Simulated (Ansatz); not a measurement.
The same calculation of CH₃FO₂Si, SMILES O[Si]1(F)CO1 as a Python script and as an input file (Ansatz's Python interface).

The script, `ch3fo2si_opt.py`:
```python
'''Geometry optimisation of CH3FO2Si.'''

import itertools

import ansatz
from ase.data import atomic_numbers, covalent_radii
import numpy as np

geometry_ang = [
    ('O', (-0.4667, 0.9527, 1.5471)),
    ('Si', (0.3374, -0.0095, 0.5645)),
    ('F', (1.8766, 0.0798, 0.7798)),
    ('C', (-0.2345, -0.8445, -0.9008)),
    ('O', (0.0737, 0.5018, -1.0066)),
    ('H', (-0.5266, 1.9324, 1.2262)),
    ('H', (-1.3355, -1.092, -0.8995)),
    ('H', (0.3677, -1.5779, -1.3665)),
]
mol = ansatz.Crystal.molecule()
for symbol, xyz in geometry_ang:
    mol = mol.atom(symbol, xyz)

calc = (
    mol.calculation()
    .basis(gaussian='6-31G*')
    .functional('cam_b3lyp')
)
symbols = [site.symbol for site in mol.cartesian_sites]
start = np.array([site.position_ang for site in mol.cartesian_sites], dtype=float)
def progress(event):
    if event['event'] == 'relax_step':
        row = event['data']
        print(f'step {row["step"]:3d}  E = {row["lagrangian_ev"]:.6f} eV  largest force component {row["allowed_force_max_ev_ang"]:.4f} eV/A')


r = calc.relax(force_tolerance=0.005).session().plan().execute(on_event=progress).report
end = np.array(r['positions_ang'])

print(f'E = {r["free_energy_ev"]:.6f} eV = {r["free_energy_ev"] / 27.211386246:.7f} Ha')
print('converged:', r['converged'], ' doubts:', r['published_state_doubts'] or 'none')

# pairs closer than 1.2 times the sum of covalent radii, before or after
radius = [covalent_radii[atomic_numbers[s]] for s in symbols]
span = lambda where, i, j: np.linalg.norm(where[i] - where[j])
bonded = [(i, j) for i, j in itertools.combinations(range(len(symbols)), 2) if min(span(start, i, j), span(end, i, j)) < 1.2 * (radius[i] + radius[j])]
print('pair        before    after (A)')
for i, j in bonded:
    print(f'{symbols[i]}{i}-{symbols[j]}{j}'.ljust(10), f'{span(start, i, j):8.4f} {span(end, i, j):8.4f}')
for first, second in list(itertools.combinations(bonded, 2)):
    shared = set(first) & set(second)
    if shared and symbols[(j := shared.pop())] != 'H':
        i, k = sorted((set(first) | set(second)) - {j})
        u, v = end[i] - end[j], end[k] - end[j]
        angle = np.degrees(np.arccos(np.clip(u @ v / np.linalg.norm(u) / np.linalg.norm(v), -1, 1)))
        print(f'final angle {symbols[i]}{i}-{symbols[j]}{j}-{symbols[k]}{k}: {angle:.2f} deg')

charges = r['charge_distribution']
dipole = np.array(charges['dipole_moment_e_ang']) * 4.803205
print('dipole (D): {:.3f} {:.3f} {:.3f}, length {:.3f}'.format(*dipole, np.linalg.norm(dipole)))
print('atom  Mulliken   Lowdin')
for symbol, m, l in zip(symbols, charges['mulliken_charges_e'], charges['lowdin_charges_e']):
    print(f'{symbol:4s} {m:9.3f} {l:8.3f}')
with open('ch3fo2si_opt.xyz', 'w') as handle:
    handle.write(f'{len(symbols)}\nrelaxed CH3FO2Si\n')
    handle.writelines(f'{s:2s} {x:11.6f} {y:11.6f} {z:11.6f}\n' for s, (x, y, z) in zip(symbols, end))
```

`python ch3fo2si_opt.py` gives:
```text
step   1  E = -15772.735603 eV  largest force component 3.0258 eV/A
step   2  E = -15773.205828 eV  largest force component 1.9316 eV/A
step   3  E = -15773.419949 eV  largest force component 1.0501 eV/A
step   4  E = -15773.443112 eV  largest force component 0.8537 eV/A
step   5  E = -15773.486064 eV  largest force component 0.3028 eV/A
step   6  E = -15773.492859 eV  largest force component 0.2337 eV/A
step   7  E = -15773.497746 eV  largest force component 0.1788 eV/A
step   8  E = -15773.517620 eV  largest force component 0.2638 eV/A
step   9  E = -15773.245750 eV  largest force component 3.1984 eV/A
step  10  E = -15773.526899 eV  largest force component 0.2165 eV/A
step  11  E = -15773.533674 eV  largest force component 0.1285 eV/A
step  12  E = -15773.539070 eV  largest force component 0.0778 eV/A
step  13  E = -15773.540864 eV  largest force component 0.0659 eV/A
step  14  E = -15773.542165 eV  largest force component 0.0222 eV/A
step  15  E = -15773.542198 eV  largest force component 0.0131 eV/A
step  16  E = -15773.542203 eV  largest force component 0.0054 eV/A
step  17  E = -15773.542205 eV  largest force component 0.0014 eV/A
E = -15773.542305 eV = -579.6669880 Ha
converged: True  doubts: none
pair        before    after (A)
O0-Si1       1.5931   1.6265
O0-H5        1.0327   0.9660
Si1-F2       1.5567   1.5836
Si1-C3       1.7808   1.7930
Si1-O4       1.6731   1.6321
C3-O4        1.3852   1.5352
C3-H6        1.1285   1.0892
C3-H7        1.0571   1.0889
final angle Si1-O0-H5: 116.25 deg
final angle O0-Si1-F2: 105.48 deg
final angle O0-Si1-C3: 128.50 deg
final angle O0-Si1-O4: 120.38 deg
final angle F2-Si1-C3: 121.59 deg
final angle F2-Si1-O4: 119.47 deg
final angle C3-Si1-O4: 53.00 deg
final angle Si1-C3-O4: 58.12 deg
final angle Si1-C3-H6: 123.90 deg
final angle Si1-C3-H7: 122.67 deg
final angle Si1-O4-C3: 68.88 deg
final angle O4-C3-H6: 111.37 deg
final angle O4-C3-H7: 111.30 deg
final angle H6-C3-H7: 112.48 deg
dipole (D): -2.344 -0.466 0.466, length 2.434
atom  Mulliken   Lowdin
O       -0.663   -0.321
Si       0.982    0.239
F       -0.341   -0.063
C       -0.249   -0.242
O       -0.524   -0.207
H        0.442    0.325
H        0.171    0.132
H        0.182    0.138
```

`input.yaml`:
```yaml
crystal:
  periodic: [false, false, false]
  atoms:
    - { symbol: O, position_ang: [-0.4667, 0.9527, 1.5471] }
    - { symbol: Si, position_ang: [0.3374, -0.0095, 0.5645] }
    - { symbol: F, position_ang: [1.8766, 0.0798, 0.7798] }
    - { symbol: C, position_ang: [-0.2345, -0.8445, -0.9008] }
    - { symbol: O, position_ang: [0.0737, 0.5018, -1.0066] }
    - { symbol: H, position_ang: [-0.5266, 1.9324, 1.2262] }
    - { symbol: H, position_ang: [-1.3355, -1.092, -0.8995] }
    - { symbol: H, position_ang: [0.3677, -1.5779, -1.3665] }
basis:
  gaussian:
    orbitals: "6-31G*"
hamiltonian:
  xc: cam_b3lyp
relax:
  f_tol: 0.005
```

What to keep in mind:
- Total energies depend on the basis set; only differences at equal settings carry meaning.
- The end point is the stationary point reached from this start; no frequency run checks that it is a minimum, and the basis set is modest.
- The Löwdin charges here are taken after orthogonalising the functions within each atom; they differ from plain Löwdin charges, and their signs can be unphysical.
- Hardware and time: 69 s on 1 thread of Intel(R) Xeon(R) 6975P-C (Granite Rapids), on a shared host, peak memory 0.27 GiB.

(Lines on the test bed's own set-up are left out of the output.)
